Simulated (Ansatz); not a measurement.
**CH₄Cl₂Si: one species, many methods**

How much do the methods differ for CH₄Cl₂Si? The plan is to run it at one geometry with functionals of several rungs and with coupled cluster, and see how far each lands from CCSD(T) at the basis-set limit for the atomisation energy.

Method: functionals in def2-TZVPP, the program's frozen cores in correlated methods; program: Ansatz 0.2.0, Gaussian basis.

The runs, in order: LDA (SPW92), PBE-D4, revPBE-D4, BLYP-D4, r2SCAN-D4, B97M-V, PBE0-D4, B3LYP-D4, r2SCANh-D4, r2SCAN0-D4, HSE06-D4, BHLYP-D4, CAM-B3LYP-D4, LC-ωPBE, ωB97X-V, ωB97M-V, B2PLYP, PBE-QIDH; CCSD(T)/def2-SVP; CCSD(T)/def2-TZVPP; MP2/def2-QZVPP; extrapolation to the limit; RPA on PBE.

### 1 The geometry

All runs share one geometry, relaxed beforehand with PBE0-D4 in a triple-zeta def2 set.

8 atoms, charge 0, spin multiplicity 1.

Atoms are counted from 1 here; the program's logs count them from 0.

Bond lengths: C1–Si2 1.847 Å, C1–H5 1.093 Å, C1–H6 1.093 Å, C1–H7 1.092 Å, Si2–Cl3 2.049 Å, Si2–Cl4 2.049 Å, Si2–H8 1.477 Å. Angles: Si2–C1–H5 110.1°, Si2–C1–H6 110.1°, Si2–C1–H7 110.4°, H5–C1–H6 108.8°, H5–C1–H7 108.7°, H6–C1–H7 108.7°, C1–Si2–Cl3 109.8°, C1–Si2–Cl4 109.8°, C1–Si2–H8 113.5°, Cl3–Si2–Cl4 108.8°, Cl3–Si2–H8 107.4°, Cl4–Si2–H8 107.4°.

### 2 LDA

This LDA is Slater exchange with PW92 correlation.

The input, in.yaml:

```yaml
crystal:
  periodic: [false, false, false]
  atoms:
    - {symbol: C, position_ang: [-0.168190, 1.000114, -0.142976]}
    - {symbol: Si, position_ang: [0.058122, -0.802729, 0.188931]}
    - {symbol: Cl, position_ang: [1.964678, -1.153608, 0.852681]}
    - {symbol: Cl, position_ang: [-0.248001, -1.870346, -1.533020]}
    - {symbol: H, position_ang: [-1.182569, 1.191419, -0.501005]}
    - {symbol: H, position_ang: [-0.003386, 1.573941, 0.772071]}
    - {symbol: H, position_ang: [0.539945, 1.340051, -0.901053]}
    - {symbol: H, position_ang: [-0.868499, -1.335942, 1.208573]}
basis:
  gaussian: {orbitals: def2-TZVPP}
hamiltonian: {xc: lda}
output: {orbitals: {seedname: orbitals}}
```

The runs that follow: PBE-D4 (GGA); revPBE-D4 (GGA); BLYP-D4 (GGA); r2SCAN-D4 (meta-GGA); B97M-V (meta-GGA); PBE0-D4 (hybrid); B3LYP-D4 (hybrid); r2SCANh-D4 (hybrid); r2SCAN0-D4 (hybrid); HSE06-D4 (hybrid); BHLYP-D4 (hybrid); CAM-B3LYP-D4 (range-separated); LC-ωPBE-D4 (range-separated); ωB97X-V (range-separated); ωB97M-V (range-separated); B2PLYP (double hybrid); PBE-QIDH (double hybrid); CCSD(T) in def2-SVP; CCSD(T) in def2-TZVPP; MP2 in def2-QZVPP; RPA on PBE orbitals.

Q: Predict the results of all the runs planned. Wanted: atomisation energy, CCSD(T)/CBS; farthest beyond LDA; mean size of error, GGA; mean size of error, meta-GGA; mean size of error, hybrid; mean size of error, range-separated; mean size of error, double hybrid; gap, smallest and largest; T1 diagnostic.

The runs gave:

```
                               quantity                                                                         value
        atomisation energy, CCSD(T)/CBS                                                                     28.823 eV
    functionals within 0.144 eV (0.5 %)  PBE-D4, r2SCAN-D4, PBE0-D4, r2SCANh-D4, HSE06-D4, ωB97X-V, ωB97M-V, PBE-QIDH
                    farthest beyond LDA                                                          BHLYP-D4 (-0.690 eV)
                mean size of error, GGA                                                                      0.363 eV
           mean size of error, meta-GGA                                                                      0.167 eV
             mean size of error, hybrid                                                                      0.200 eV
    mean size of error, range-separated                                                                      0.170 eV
      mean size of error, double hybrid                                                                      0.295 eV
              gap, smallest and largest                                     6.90 eV (LDA (SPW92)), 14.44 eV (LC-ωPBE)
                          T1 diagnostic                                                                        0.0086
triples share of the correlation energy                                                                         3.9 %
```

What this shows: The LDA atomisation energy is off by 3.402 eV (12 %): it overbinds. PBE-D4 misses by +0.140 eV. Double hybrids carry the basis error of their MP2 part in triple zeta, and no dispersion term here, so their miss is partly the set-up's. Taken by rung, meta-GGA functionals do best (0.167 eV on average) and GGA ones worst beyond LDA (0.363 eV). The gap between the best rungs is small, so their order is not settled. Misses under about 0.144 eV are within the doubt on the reference itself, which lacks core-valence correlation, relativity and higher excitations. Hartree-Fock recovers 76 % of the binding; the rest is correlation. CCSD(T) in def2-SVP is off by -1.985 eV, worse than the median functional, from the basis alone. The gap grows from 6.9 to 14.4 eV across the functionals, mostly with the share of exact exchange.
